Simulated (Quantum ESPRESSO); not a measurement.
CsCrN under changes of volume

One of the cells (15.795 Å³/atom); the others are scaled copies at fixed shape and fractional positions:

```
CELL_PARAMETERS angstrom
3.95227 0.00000 0.00000
0.00000 3.95227 0.00000
0.00000 0.00000 3.03354
ATOMIC_POSITIONS crystal
Cs 0.50000 0.50000 0.00000
Cr 0.50000 0.50000 0.50000
N 0.00000 0.00000 0.00000
```

The cell was built by a generator and needn't be a form met in nature.

* Program: Quantum ESPRESSO 7.5
* Functional: PBE
* Dispersion: D3(BJ)
* Potentials or basis: GBRV 1.5 LDA
* Cutoff: 612 eV
* Density cutoff: 4898 eV
* k mesh: 5 × 5 × 6
* Occupations: fermi-dirac, width 0.136 eV
* Spin: collinear spin, ferromagnetic start
* Starting moments: [0.0, 3.0, 0.0] μB

| volume (Å³/atom) | energy over the lowest point (meV/atom) | pressure (GPa) | moment (μB per cell) |
| --- | --- | --- | --- |
| 14.847 | 2053.85 | 185.4 | 0.90 |
| 15.163 | 1690.32 | 181.7 | 1.03 |
| 15.479 | 1334.39 | 177.5 | 1.11 |
| 15.795 | 987.08 | 172.9 | 1.17 |
| 16.111 | 649.03 | 168.3 | 1.23 |
| 16.427 | ? | ? | ? |
| 16.743 | 0.00 | 159.8 | 1.39 |

Problem. What does the run at 16.427 Å³/atom give?

Solution. Energy over the lowest point 320.19 meV/atom; pressure 163.8 GPa; moment 1.30 μB per cell.

Worked out: A Birch-Murnaghan fit of order 3 (a polynomial in V^(-2/3)) to the other rows has no minimum within the range. It gives 319.78 meV/atom at 16.427 Å³/atom, against the run's 320.19, and -dE/dV = 164.5 GPa, against 163.8. A parabola through the other rows of the moment, of slope 0.207 μB per Å³/atom there, gives 1.32 μB, against the run's 1.30.

Energies are extrapolated to zero smearing.

Caveats: the potentials were made for another functional, which shifts forces and pressure; the cell as given lies far from equilibrium; a cell with one magnetic atom can't hold antiferromagnetic order, which such compounds often take; pairwise dispersion overbinds metals, which lowers pressure and volume.
